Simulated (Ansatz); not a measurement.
# Li started on a Ga site and Li started on a Ga site in perovskite LaGaO3, 40 atoms, charge 0

Wanted: geometry, frontier levels and spin of the defect cell, compared across PBEsol, HSE06 and r²SCAN.

All numbers are computed with Ansatz 0.2.0 (PAW, plane waves).

### Step 1. The system as built

40 atoms (8 La, 2 Li, 6 Ga, 24 O); a = 7.729 Å, b = 7.729 Å, c = 7.729 Å, α = 90.00°, β = 90.00°, γ = 90.00°. All atoms were shaken off their sites by about 0.02 Å along each axis. Defect site 1: (0.250, 0.250, 0.250). Defect site 2: (0.750, 0.750, 0.750). Starting moments add up to 4 μB.

Plan of the steps: (2) PBEsol relaxation at the single k point (¼, ¼, ¼), on 1 × NVIDIA GB200 with 8 threads of Arm Neoverse-V2; (3) HSE06 single point at the single k point (¼, ¼, ¼), on 1 × NVIDIA GB200 with 8 threads of Arm Neoverse-V2; (4) r²SCAN single point at the single k point (¼, ¼, ¼), on 1 × NVIDIA GB200 with 8 threads of Arm Neoverse-V2.

### Step 2. Relaxing the atoms with PBEsol

Contents of in.yaml:

```yaml
crystal:
  lattice:
    - [7.729308, 0.000000, 0.000000]
    - [0.000000, 7.729308, 0.000000]
    - [0.000000, 0.000000, 7.729308]
  atoms:
    - { symbol: La, position: [0.001583, 0.002222, 0.001375] }
    - { symbol: La, position: [0.998614, 0.001996, 0.499072] }
    - { symbol: La, position: [0.998760, 0.496114, 0.000975] }
    - { symbol: La, position: [0.997929, 0.500529, 0.502408] }
    - { symbol: La, position: [0.500382, 0.999467, 0.000889] }
    - { symbol: La, position: [0.498634, 0.005424, 0.499806] }
    - { symbol: La, position: [0.502316, 0.499785, 0.000326] }
    - { symbol: La, position: [0.501685, 0.501493, 0.499418] }
    - { symbol: Li, position: [0.247364, 0.250394, 0.249572], spin: 0.286 }
    - { symbol: Li, position: [0.747859, 0.751080, 0.748379], spin: 0.286 }
    - { symbol: Ga, position: [0.249444, 0.249045, 0.745644] }
    - { symbol: Ga, position: [0.250124, 0.748056, 0.251286] }
    - { symbol: Ga, position: [0.250496, 0.746170, 0.746917] }
    - { symbol: Ga, position: [0.750958, 0.246815, 0.251781] }
    - { symbol: Ga, position: [0.750343, 0.253608, 0.751059] }
    - { symbol: Ga, position: [0.751258, 0.752841, 0.255143] }
    - { symbol: O, position: [0.247272, 0.248573, 0.996038], spin: 0.286 }
    - { symbol: O, position: [0.251377, 0.247273, 0.502719], spin: 0.286 }
    - { symbol: O, position: [0.250418, 0.751559, 0.002831] }
    - { symbol: O, position: [0.245319, 0.746818, 0.499472] }
    - { symbol: O, position: [0.751441, 0.254679, 0.999378] }
    - { symbol: O, position: [0.749148, 0.248853, 0.500455] }
    - { symbol: O, position: [0.752988, 0.749086, 0.998109], spin: 0.286 }
    - { symbol: O, position: [0.754847, 0.745421, 0.501254], spin: 0.286 }
    - { symbol: O, position: [0.999782, 0.254278, 0.252349], spin: 0.286 }
    - { symbol: O, position: [0.006374, 0.255061, 0.748483] }
    - { symbol: O, position: [0.998129, 0.747847, 0.254229] }
    - { symbol: O, position: [0.998127, 0.747636, 0.746442], spin: 0.286 }
    - { symbol: O, position: [0.497728, 0.252743, 0.248436], spin: 0.286 }
    - { symbol: O, position: [0.502530, 0.252553, 0.752864] }
    - { symbol: O, position: [0.504453, 0.755358, 0.252185] }
    - { symbol: O, position: [0.498690, 0.749211, 0.750209], spin: 0.286 }
    - { symbol: O, position: [0.246740, 0.000639, 0.255452], spin: 0.286 }
    - { symbol: O, position: [0.247616, 0.004222, 0.749553] }
    - { symbol: O, position: [0.249936, 0.508313, 0.249857], spin: 0.286 }
    - { symbol: O, position: [0.253959, 0.500555, 0.746183] }
    - { symbol: O, position: [0.749330, 0.000111, 0.250904] }
    - { symbol: O, position: [0.748753, 0.999114, 0.747612], spin: 0.286 }
    - { symbol: O, position: [0.745603, 0.501174, 0.247445] }
    - { symbol: O, position: [0.750524, 0.501507, 0.744443], spin: 0.286 }
  symmetry: { detect: false }
kpoints:
  mp_grid: { grid: [1, 1, 1], shift: [0.25, 0.25, 0.25] }
hamiltonian:
  xc: pbesol
magnetization:
  spin_polarized: true
scf:
  occupations: { method: fermi_dirac, width: 0.01 }
relax:
  f_tol: 0.03
  max_steps: 80
  escape_saddle: false
  adjacent_minimum: "off"
output:
  forces: true
  eigenvalues: true
  populations: true
```

On the command line:

```
$ ansatz run in.yaml --threads 8 --pin off --max-ram 118750MiB --runs-dir r --events-out ev --progress --plain --backend cuda --devices 0, --max-vram 170GiB
```

Further steps of the session: HSE06 on the final geometry; r²SCAN single point.

**Question.** What will these runs give? Wanted: for each run, top filled to lowest empty; moment.

The runs gave:

| level | time | top filled to lowest empty (eV) | moment (μB) |
| --- | --- | --- | --- |
| PBEsol, relaxation | 10 s (GPU) | 0.07 | 4.00 |
| HSE06 | 23 s (GPU) | 0.61 | 4.00 |
| r²SCAN | 4 s (GPU) | 0.12 | 4.00 |

```
            quantity                              value
          relaxation  10 recorded steps, 2.23 eV gained
       largest shift      0.43 Å (O37 and others alike)
largest local moment                      +0.28 μB on O
```

**What this shows.** Relaxation gains 2.23 eV, with shifts up to 0.43 Å (O37 and others alike). At the same k points, PBEsol gives a spacing 0.54 eV smaller and r²SCAN gives a spacing 0.49 eV smaller than the 0.61 eV of HSE06. In a defect cell this spacing can involve defect levels, so it need not be the gap. Exact exchange costs time: HSE06 ran about 5.7 times as long as r²SCAN on the same kind of device.
